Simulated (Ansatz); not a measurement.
# LiCu2MoO6: one run, from forces to fields

Aim: for LiCu2MoO6, a known structure type filled with other elements, at an estimated volume, find its forces and stress, its levels, and how its atoms share the electrons. The atoms and the cell stay fixed.

Method: DFT, r2SCAN, no spin polarisation, plane waves, PAW, in Ansatz 0.2.0.

**1. The structure**

Symmetry: I4/mmm, No. 139, tetragonal system. The conventional cell has a = 5.110 Å, b = 5.110 Å, c = 7.252 Å, α = 90.00°, β = 90.00°, γ = 90.00°. Li (site symmetry 4/mmm) has 6 O at 1.92 to 1.94 Å as nearest neighbours. O (site symmetry 4mm) is surrounded by 1 Mo at 1.68 Å and 1 Li at 1.94 Å. Mo (site symmetry 4/mmm) has 6 O at 1.68 to 1.69 Å as nearest neighbours. Around Cu (site symmetry -4m2) lie 12 O at 2.56 Å. O (site symmetry m2m) has 1 Mo at 1.69 Å and 1 Li at 1.92 Å as nearest neighbours.

In its conventional cell, by symmetry (the run takes the cell typed in the input):

```cif
data_structure
_symmetry_space_group_name_H-M 'I4/mmm'
_symmetry_Int_Tables_number 139
_cell_length_a 5.1097
_cell_length_b 5.1097
_cell_length_c 7.2516
_cell_angle_alpha 90.000
_cell_angle_beta 90.000
_cell_angle_gamma 90.000
_cell_volume 189.33
loop_
_atom_site_label
_atom_site_type_symbol
_atom_site_symmetry_multiplicity
_atom_site_Wyckoff_symbol
_atom_site_fract_x
_atom_site_fract_y
_atom_site_fract_z
_atom_site_occupancy
Li1 Li 2 b 0.50000 0.50000 0.00000 1
O1 O 4 e 0.50000 0.50000 0.73200 1
Mo1 Mo 2 a 0.00000 0.00000 0.00000 1
Cu1 Cu 4 d 0.50000 0.00000 0.75000 1
O2 O 8 h 0.23410 0.23410 0.00000 1
```

Its first density is an earlier solution for the same cell, read from a checkpoint.

**2. The run**

input.yaml

```yaml
crystal:
  lattice:
    - [0.0, 5.109657, 0.0]
    - [5.109657, 0.0, 0.0]
    - [2.554828, 2.554828, -3.625789]
  atoms:
    - { symbol: Li, position: [0.5, 0.5, 0.0] }
    - { symbol: O, position: [0.232, 0.232, 0.536] }
    - { symbol: O, position: [0.768, 0.768, 0.464] }
    - { symbol: Mo, position: [0.0, 0.0, 0.0] }
    - { symbol: Cu, position: [0.75, 0.25, 0.5] }
    - { symbol: Cu, position: [0.25, 0.75, 0.5] }
    - { symbol: O, position: [0.2341, 0.2341, 0.0] }
    - { symbol: O, position: [0.2341, 0.7659, 0.0] }
    - { symbol: O, position: [0.7659, 0.7659, 0.0] }
    - { symbol: O, position: [0.7659, 0.2341, 0.0] }
  symmetry: { tolerance: 0.0003 }
kpoints:
  mp_grid: { grid: [8, 8, 8], shift: [0, 0, 0] }
  band_path:
    path:
      - [0.0, 0.0, 0.0]
      - [0.5, 0.5, 0.5]
      - [0.5, 0.5, 0.25]
      - [0.0, 0.5, 0.0]
      - [0.0, 0.0, 0.0]
      - [0.0, 0.0, -0.5]
      - [0.0, 0.25175046, -0.37412477]
      - [0.0, 0.74824954, 0.37412477]
      - [0.0, 0.0, 0.0]
      - [0.5, 0.5, 0.5]
      - [0.25175046, 0.74824954, 0.5]
    npoints: 6
magnetization:
  spin_polarized: false
scf:
  occupations: { method: fermi_dirac, width: 0.0414 }
  lower_state_search: "off"
  max_iter: 200
hamiltonian:
  pseudopotentials: { kind: paw }
  xc: r2scan
basis:
  ecutwfc: 500
  fft_grid_basis: typed
output:
  forces: true
  stress: true
  eigenvalues: true
  bader: true
  populations: true
  elf: true
  write_potential: true
  volumetric_format: npy
  dos:
    e_range: [-12, 8]
    de: 0.05
    projected: { site_lists: { Cu: [Cu], Li: [Li], Mo: [Mo], O: [O] } }
checkpoint:
  read: saved_state
```

What it wrote, cut to the lines that bear on the results:

```text
Warning: RAYON_NUM_THREADS=1 ignored (pool sized by the plan → 1); use --threads N
[...]
Pseudopotentials: kind: paw
Pseudopotential: Li, paw, valence charge 3, recommended cutoff 500 eV (meta_gga), Li.paw.azcp
Pseudopotential: O, paw, valence charge 6, recommended cutoff 500 eV (meta_gga), O.paw.azcp
Pseudopotential: Mo, paw, valence charge 14, recommended cutoff 500 eV (meta_gga), Mo.paw.azcp
Pseudopotential: Cu, paw, valence charge 19, recommended cutoff 500 eV (meta_gga), Cu.paw.azcp
Functional definition: r2SCAN
[...]
Crystal: 10 atoms, lattice volume = 94.664 Å³
Basis set: ecut = 500 eV, 2421 PW (Γ), exchange–correlation on 160×160×160 points (64 copies of the dense FFT grid, shifted against one another)
Bands: 56, of which v1, the nominal top of the filled ones, is band 46 counted from 1 (45 counted from 0)
Symmetry: 16 space group operations
Space group: I4/mmm (ITA 139), of the structure as read, at distance tolerance 1.4e-3 Å
k-points: 59 of 512
[...]
SCF iter   1: F=-21832.386100 eV  HF=-21832.374658 eV  |F-HF|=1.14e-2  |Δ(HF+E_count)|=         —  Δρ=6.11e-3  dr2=8.18e-3  dr2_τ=1.59e-3  ethr=1.13e-5  ⟨swp⟩=2.7  Hψ=18604  notcnv=0
[...]
SCF iter  11: F=-21832.392370 eV  HF=-21832.392370 eV  |F-HF|=8.48e-8  |Δ(HF+E_count)|=   1.38e-8  Δρ=1.07e-5  dr2=8.62e-8  dr2_τ=1.23e-9  ethr=1.10e-10  ⟨swp⟩=7.8  Hψ=19065  notcnv=0
[...]
NSCF: frozen V_eff on 61 k-points
SCF converged after 11 iterations
Free energy (F): -21832.392370 eV
[...]
E sigma→0 (E₀):  -21832.356609 eV
Entropy (-TS):   -0.071521 eV (-7.152 meV/atom)
Fermi energy:    9.465863 eV
[...]
--- Forces (eV/Å), atoms counted from 1 ---
  atom   1  Li    -0.00000000     0.00000000     0.00000000
  atom   2  O      0.00000082     0.00000082    11.94049214
  atom   3  O     -0.00000082    -0.00000082   -11.94049214
  atom   4  Mo     0.00000000    -0.00000000     0.00000000
  atom   5  Cu     0.00000000    -0.00000000     0.00000000
  atom   6  Cu    -0.00000000     0.00000000    -0.00000000
  atom   7  O      7.98505740     7.98505740    -0.00000110
  atom   8  O     -7.98505740     7.98505740    -0.00000000
[...]
--- Stress (GPa, compression-positive) ---
       63.931790       0.000000       0.000000
        0.000000      63.931790       0.000000
        0.000000       0.000000      66.221244
  P = ⅓ Tr σ = 64.6949 GPa (646.949 kbar)
--- Band table (eV; the first three rows and the last of 59) ---
[...]
--- Löwdin populations: 10 sites ---
  site symbol       q [e]
     0     Li      2.3260
     1      O      6.6600
     2      O      6.6600
     3     Mo     12.4047
     4     Cu     17.9312
     5     Cu     17.9312
     6      O      6.6650
     7      O      6.6650
     8      O      6.6650
     9      O      6.6650
  spilling = 0.004691 (of n_electrons = 91.000000)
--- Bader charges: 10 sites ---
  site symbol  charge [e]  shift [e]
     0     Li      0.8906     0.0013
     1      O     -1.0255     0.0022
     2      O     -1.0255     0.0022
     3     Mo      3.1030     0.0148
     4     Cu      1.0787     0.0014
     5     Cu      1.0787     0.0014
     6      O     -1.0250     0.0023
     7      O     -1.0250     0.0023
     8      O     -1.0250     0.0023
     9      O     -1.0250     0.0023
  estimated error of the sums over rays = 2.5e-4 e
```

Run time: 2 min. Hardware: 1 thread of an x86-64 CPU, shared host; peak memory 0.9 GiB.

**3. Forces and stress**

Sizes of the largest forces and where they point against the nearest neighbour:

| atom | force (eV/Å) | nearest | distance (Å) | direction |
| --- | --- | --- | --- | --- |
| O2 | 11.940 | Mo4 | 1.68 | away from it |
| O3 | 11.940 | Mo4 | 1.68 | away from it |
| O8 | 11.293 | Mo4 | 1.69 | away from it |
| O9 | 11.293 | Mo4 | 1.69 | away from it |
| O10 | 11.293 | Mo4 | 1.69 | away from it |
| O7 | 11.293 | Mo4 | 1.69 | away from it |

Diagonalising the stress gives 63.93, 63.93, 66.22 GPa, so P = 64.69 GPa (positive in compression).

**4. Band structure**

From bands.tsv, levels at the corners of the path, in eV from the Fermi level:

| point | band 44 | band 45 | band 46 | band 47 |
| --- | --- | --- | --- | --- |
| Γ | -0.31 | 0.07 | 0.07 | 0.09 |
| X | -0.19 | -0.12 | -0.11 | 0.36 |
| P | -0.29 | -0.29 | 0.06 | 0.06 |
| N | -0.09 | -0.09 | 0.04 | 0.04 |
| Γ | -0.31 | 0.07 | 0.07 | 0.09 |
| M | -0.18 | -0.11 | -0.11 | 0.38 |
| S | -0.20 | -0.17 | -0.15 | 0.22 |
| S0 | -0.20 | -0.17 | -0.15 | 0.22 |
| Γ | -0.31 | 0.07 | 0.07 | 0.09 |
| X | -0.19 | -0.12 | -0.11 | 0.36 |
| R | -0.29 | -0.29 | 0.06 | 0.07 |

The same bands between the corners:

```
distance (1/Å)  band 46  band 47
          0.00     0.07     0.09
          0.29     0.04     0.15
          0.58    -0.10     0.30
          0.87    -0.11     0.36
          1.01    -0.15     0.32
          1.16    -0.07     0.21
          1.30     0.06     0.06
          1.51     0.03     0.06
          1.71     0.05     0.07
          1.92     0.04     0.04
          2.17     0.12     0.12
          2.42     0.11     0.12
          2.67     0.07     0.09
          2.96     0.03     0.17
          3.25    -0.09     0.31
          3.54    -0.11     0.38
          3.64    -0.12     0.36
          3.74    -0.14     0.30
          3.85    -0.15     0.22
          4.20     0.03     0.09
          4.55     0.03     0.09
          4.91    -0.15     0.22
          5.21     0.04     0.09
          5.52     0.05     0.16
          5.83     0.07     0.09
          6.12     0.04     0.15
          6.41    -0.10     0.30
          6.70    -0.11     0.36
          6.84    -0.15     0.33
          6.98    -0.07     0.22
          7.13     0.06     0.07
```

**5. Density of states**

Counts of states in windows (eV from the Fermi level; tetrahedra), total and projected:

| from | to | total | Cu d | Mo d | O p |
| --- | --- | --- | --- | --- | --- |
| -8.0 | -7.0 | 0.25 | 0.01 | 0.08 | 0.15 |
| -7.0 | -6.0 | 6.09 | 0.12 | 1.96 | 3.75 |
| -6.0 | -5.0 | 3.61 | 0.08 | 0.72 | 2.41 |
| -5.0 | -4.0 | 1.18 | 0.04 | 0.02 | 0.92 |
| -4.0 | -3.0 | 6.31 | 0.60 | 0.06 | 5.20 |
| -3.0 | -2.0 | 6.07 | 1.25 | 0.04 | 4.53 |
| -2.0 | -1.0 | 10.21 | 5.97 | 0.06 | 3.94 |
| -1.0 | 0.0 | 18.92 | 10.99 | 0.08 | 7.46 |
| 0.0 | 1.0 | 3.33 | 0.83 | 0.01 | 2.47 |
| 1.0 | 2.0 | 0.00 | 0.00 | 0.00 | 0.00 |
| 2.0 | 3.0 | 0.01 | 0.00 | 0.00 | 0.00 |
| 3.0 | 4.0 | 1.32 | 0.00 | 0.30 | 0.11 |
| 4.0 | 5.0 | 2.50 | 0.01 | 0.72 | 0.48 |

**6. Atomic charges**

Gathered by element (positive charge: electrons given up): Löwdin charges also hold the electrons that the projection spills.

| element | atoms | Bader charge (e) | Bader volume (Å³) | Löwdin charge (e) |
| --- | --- | --- | --- | --- |
| Li | 1 | +0.89 | 2.4 | +0.67 |
| O | 6 | -1.03 to -1.02 | 10.7 | -0.67 to -0.66 |
| Mo | 1 | +3.10 | 6.0 | +1.59 |
| Cu | 2 | +1.08 | 11.1 | +1.07 |

The Löwdin projection spills 0.5 % of the electrons and depends on the orbitals chosen; where it disagrees with Bader's partition, neither is an observable.

**7. Real-space fields**

Maps in the plane spanned by a and b at height 0.000 along c (axes of the input's cell), one cell: a runs left to right (15 points from zero), b bottom to top (15 points), 90° apart. Inside the augmentation spheres the fields are the smooth ones.

Valence density. Ten steps from '0' (0.05 e/Å³) to '9' (7.19 e/Å³), finer at the low end (step k begins (100^(k/10) - 1)/99 of the way up):
```
997543100134579
777875311357877
458997411479985
347997411479974
235776311367753
013443244234431
001111499411110
001111499411110
013443244234431
235776311367753
347997411479974
458997411479985
777875311357877
997543100134579
997432000023479
```

ELF. Values, 15 rows by 15 columns:
```
0.67 0.74 0.42 0.32 0.57 0.42 0.16 0.04 0.04 0.16 0.42 0.57 0.32 0.42 0.74
0.64 0.42 0.44 0.81 0.80 0.77 0.51 0.07 0.07 0.51 0.77 0.80 0.81 0.44 0.42
0.12 0.32 0.81 0.55 0.50 0.81 0.71 0.11 0.11 0.71 0.81 0.50 0.55 0.81 0.32
0.12 0.57 0.80 0.50 0.58 0.87 0.77 0.12 0.12 0.77 0.87 0.58 0.50 0.80 0.57
0.08 0.42 0.77 0.81 0.87 0.88 0.56 0.03 0.03 0.56 0.88 0.87 0.81 0.77 0.42
0.05 0.16 0.51 0.71 0.77 0.56 0.04 0.18 0.18 0.04 0.56 0.77 0.71 0.51 0.16
0.02 0.04 0.07 0.11 0.12 0.03 0.18 0.99 0.99 0.18 0.03 0.12 0.11 0.07 0.04
0.02 0.04 0.07 0.11 0.12 0.03 0.18 0.99 0.99 0.18 0.03 0.12 0.11 0.07 0.04
0.05 0.16 0.51 0.71 0.77 0.56 0.04 0.18 0.18 0.04 0.56 0.77 0.71 0.51 0.16
0.08 0.42 0.77 0.81 0.87 0.88 0.56 0.03 0.03 0.56 0.88 0.87 0.81 0.77 0.42
0.12 0.57 0.80 0.50 0.58 0.87 0.77 0.12 0.12 0.77 0.87 0.58 0.50 0.80 0.57
0.12 0.32 0.81 0.55 0.50 0.81 0.71 0.11 0.11 0.71 0.81 0.50 0.55 0.81 0.32
0.64 0.42 0.44 0.81 0.80 0.77 0.51 0.07 0.07 0.51 0.77 0.80 0.81 0.44 0.42
0.67 0.74 0.42 0.32 0.57 0.42 0.16 0.04 0.04 0.16 0.42 0.57 0.32 0.42 0.74
0.21 0.67 0.64 0.12 0.12 0.08 0.05 0.02 0.02 0.05 0.08 0.12 0.12 0.64 0.67
```

Atoms within 0.2 Å of the plane, in fractions of a and b: Li at (0.50, 0.50), Mo at (0.00, 0.00), O at (0.23, 0.23), O at (0.23, 0.77), O at (0.77, 0.77), O at (0.77, 0.23).

Along short contacts, where the density is least:

| contact | length (Å) | minimum at (fraction) | density (e/Å³) | ELF |
| --- | --- | --- | --- | --- |
| O2–Mo4 | 1.682 | deep in a PAW sphere | – | – |
| Li1–O7 | 1.921 | deep in a PAW sphere | – | – |
| Cu5–O2 | 2.558 | 0.50 | 0.157 | 0.07 |

```
fraction  O2–Mo4  Li1–O7  Cu5–O2
     0.2    6.18    2.75    7.61
     0.3    3.73   0.471    1.21
     0.4    2.11   0.204   0.248
     0.5    1.94   0.382   0.157
     0.6    3.12   0.904   0.281
     0.7    5.12     2.3   0.822
     0.8    6.54    5.07    2.79
```

(Smooth valence density in e/Å³ at fractions of each contact.)

**8. Outcome**

| quantity | value |
| --- | --- |
| largest force | 11.940 eV/Å on O |
| pressure | 64.7 GPa |
| formation energy (elements from separate runs) | -0.12 eV/atom |
| character | metal |
| density of states, mean within 0.25 eV of the Fermi level | 15 per eV per cell |
| Bader charges | Li +0.89, O -1.03 to -1.02, Mo +3.10, Cu +1.08 e |

It is a metal; within 0.25 eV of the Fermi level the density of states averages 15 per eV per cell, mostly O p (66 %) and Cu d (32 %). Forces reach 11.9 eV/Å, so the geometry is far from rest and the levels are not those of the relaxed cell. Set against separate runs on the elements (Li bcc, O2 molecule, Mo bcc, Cu fcc), it forms at -0.12 eV per atom, which says nothing yet of rival compounds. The pressure of 64.7 GPa says the cell is too small, and unequal principal stresses would change its shape. By Bader's partition Mo gives up most (+3.10 e) and O takes most (-1.03 e).

Keep in mind: an odd count of electrons without spin polarisation forces a partly filled band; a 3d oxide or halide that comes out metallic without a U or exact exchange, which may be an insulator in nature; many states at the Fermi level without spin polarisation, so a magnetic state may lie lower; atoms or cell far from equilibrium.
